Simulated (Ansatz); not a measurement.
# BClH3OSi, SMILES [SiH3]O[B]Cl: a single point in a Gaussian basis

Run with Ansatz 0.2.0, Python API.

The script, `energy_bclh3osi.py`:
```python
"""Single point of BClH3OSi in a Gaussian basis."""

import sys

import ansatz as az

geometry = (
    az.Crystal.molecule()
    .atom("Si", [-0.4287, 0.5735, 0.4314])
    .atom("O", [0.3549, -0.8532, 0.7396])
    .atom("B", [1.3017, -0.9884, -0.3532])
    .atom("Cl", [0.9893, -1.9411, -1.8614])
    .atom("H", [-1.478, 0.8335, 1.4539])
    .atom("H", [0.463, 1.767, 0.4183])
    .atom("H", [-1.141, 0.5408, -0.8742])
)

calculation = (
    geometry.calculation()
    .basis(gaussian="STO-3G")
    .functional("r2SCAN")
    .spin("collinear", total=1)
    .scf(lower_state_search="light")
)
try:
    summary = calculation.run(threads=1).report
except az.AnsatzError as error:
    sys.exit(f"{type(error).__name__}: {error}")

print(f"E = {summary['free_energy_ev']:.6f} eV = {summary['free_energy_ev'] / 27.211386246:.7f} Ha")
print("converged:", summary["converged"], " doubts:", summary["published_state_doubts"] or "none")
```

`python energy_bclh3osi.py` gives:
```text
E = -22906.153571 eV = -841.7856174 Ha
converged: True  doubts: none
```

Reading the output:
- The settings weren't tested for convergence.
- The geometry is a force-field or estimated start, not a minimum of this method, and the basis set is short of its limit.
- The species is open-shell (spin multiplicity 2).
- Hardware and time: 3.3 s on 1 thread of Arm Neoverse V2, on a shared host, peak memory 0.2 GiB.

(Lines on the test bed's own set-up are left out of the output.)
